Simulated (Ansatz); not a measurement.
# BH3O2Si: the cost of one run

Method: RKS r2SCANh/STO-3G, in Ansatz 0.2.0.

## 1. The starting structure

Bond lengths: O1–Si2 1.668 Å, Si2–B3 1.977 Å, Si2–O4 1.651 Å, B3–O4 1.378 Å, O1–H5 1.024 Å, Si2–H6 1.481 Å, B3–H7 1.240 Å. Angles: O1–Si2–B3 112.1°, O1–Si2–O4 110.3°, O1–Si2–H6 118.9°, B3–Si2–O4 43.5°, B3–Si2–H6 128.6°, O4–Si2–H6 108.4°, Si2–O1–H5 106.3°, Si2–B3–O4 55.5°, Si2–B3–H7 134.3°, O4–B3–H7 145.6°, Si2–O4–B3 80.9°.

Structure file:

```xyz
7

O    -0.9685    0.7933   -1.2169
Si   -0.0066    0.5223    0.1189
B     1.0364   -1.1494   -0.0436
O    -0.1616   -1.0401    0.6290
H    -1.9328    0.8237   -0.8747
H    -0.1458    1.4143    1.2929
H     2.2400   -1.4321    0.0487
```

## 2. Relaxing end A

The input, input.yaml:

```yaml
crystal:
  periodic: [false, false, false]
  atoms:
    - { symbol: O, position_ang: [-0.9685, 0.7933, -1.2169] }
    - { symbol: Si, position_ang: [-0.0066, 0.5223, 0.1189] }
    - { symbol: B, position_ang: [1.0364, -1.1494, -0.0436] }
    - { symbol: O, position_ang: [-0.1616, -1.0401, 0.629] }
    - { symbol: H, position_ang: [-1.9328, 0.8237, -0.8747] }
    - { symbol: H, position_ang: [-0.1458, 1.4143, 1.2929] }
    - { symbol: H, position_ang: [2.24, -1.4321, 0.0487] }
basis:
  gaussian: { orbitals: STO-3G }
hamiltonian:
  xc: r2scanh
relax:
  f_tol: 0.015
  max_steps: 40
```

On the command line:

```console
> ansatz run input.yaml --threads 1 --pin off --max-ram 2048MiB --backend cpu --events-out ev --progress --plain --runs-dir out
```

Q: Estimate wall time and peak memory on 1 thread of an Arm CPU, shared host.

About 20 s, with a peak of 0.13 GiB.
